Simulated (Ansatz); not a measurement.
# CsCrI4: the cost of one run

Computed with Ansatz 0.2.0 (DFT PBE, scalar-relativistic, plane waves, PAW, unless a step's input says otherwise).

1 further run of the same task is left out (it didn't finish). Runs told in other sessions of the task aren't counted.

## 1. The structure to begin with

The structure is tetragonal, space group P4/mmm (No. 123). The conventional cell has a = 5.532 Å, b = 5.532 Å, c = 9.199 Å, α = 90.00°, β = 90.00°, γ = 90.00°. Around Cs (site symmetry 4/mmm) lie 8 I at 4.33 Å. Cr (site symmetry 4/mmm) has 6 I at 2.75 to 2.77 Å in its first shell of neighbours. Around I (site symmetry 4mm) lie 1 Cr at 2.75 Å. I (site symmetry mmm) is surrounded by 2 Cr at 2.77 Å.

Structure file:

```cif
data_structure
_symmetry_space_group_name_H-M 'P4/mmm'
_symmetry_Int_Tables_number 123
_cell_length_a 5.5316
_cell_length_b 5.5316
_cell_length_c 9.1992
_cell_angle_alpha 90.000
_cell_angle_beta 90.000
_cell_angle_gamma 90.000
_cell_volume 281.49
loop_
_atom_site_label
_atom_site_type_symbol
_atom_site_symmetry_multiplicity
_atom_site_Wyckoff_symbol
_atom_site_fract_x
_atom_site_fract_y
_atom_site_fract_z
_atom_site_occupancy
Cs1 Cs 1 d 0.50000 0.50000 0.50000 1
Cr1 Cr 1 a 0.00000 0.00000 0.00000 1
I1 I 2 g 0.00000 0.00000 0.70142 1
I2 I 2 f 0.50000 0.00000 0.00000 1
```

It is the end of an earlier relaxation with the same method, from a generated guess; it needn't be the stable form of this composition. At a tolerance of 0.05 Å it has space group P4/mmm (No. 123); it has 46.91 Å³/atom, an uncorrected energy of -0.64 eV/atom over the elements.

## 2. Static run: bands, density of states and charges

Contents of input.yaml:

```yaml
crystal:
  lattice:
    - [5.5316375703, 0.0, 0.0]
    - [0.0, 5.5316375703, 0.0]
    - [0.0, 0.0, 9.1992124658]
  atoms:
    - { symbol: Cs, position: [0.5, 0.5, 0.5] }
    - { symbol: Cr, position: [0.0, 0.0, 0.0], spin: 3.46 }
    - { symbol: I, position: [0.0, 0.0, 0.701422059] }
    - { symbol: I, position: [0.5, 0.0, 0.0] }
    - { symbol: I, position: [0.0, 0.5, 0.0] }
    - { symbol: I, position: [0.0, 0.0, 0.298577941] }
basis:
  ecutwfc: 420
kpoints:
  mp_grid: { grid: [8, 8, 4] }
  band_path:
    path:
      - [[0.0, 0.0, 0.0], [0.0, 0.5, 0.0], [0.5, 0.5, 0.0], [0.0, 0.0, 0.0], [0.0, 0.0, 0.5], [0.0, 0.5, 0.5], [0.5, 0.5, 0.5], [0.0, 0.0, 0.5]]
      - [[0.0, 0.5, 0.0], [0.0, 0.5, 0.5]]
      - [[0.5, 0.5, 0.0], [0.5, 0.5, 0.5]]
    npoints: 14
hamiltonian:
  xc: pbe
scf:
  occupations: { method: gaussian, width: 0.1 }
  n_extra_bands: 15
output:
  forces: true
  stress: true
  eigenvalues: true
  populations: true
  dos: { projected: true, de: 0.02, nscf_kmesh: { grid: [10, 10, 5] } }
  bader: true
  write_density: true
  write_potential: true
  elf: true
  volumetric_format: npy
magnetization:
  spin_polarized: true
checkpoint:
  read: start.run
  write: ck
  compress: false
  write_wavefunctions: false
  write_every: 100000
```

Launch:

```console
$ ansatz run input.yaml --threads 1 --pin off --max-ram 2560MiB --backend cpu --events-out ev --progress --plain --runs-dir out
```

**Question.** How long does this run take on 1 thread of Intel Xeon at 2.50GHz (Skylake/Cascade Lake), shared host, and how much memory does it need?

About 11 min, with a peak of 2 GiB.
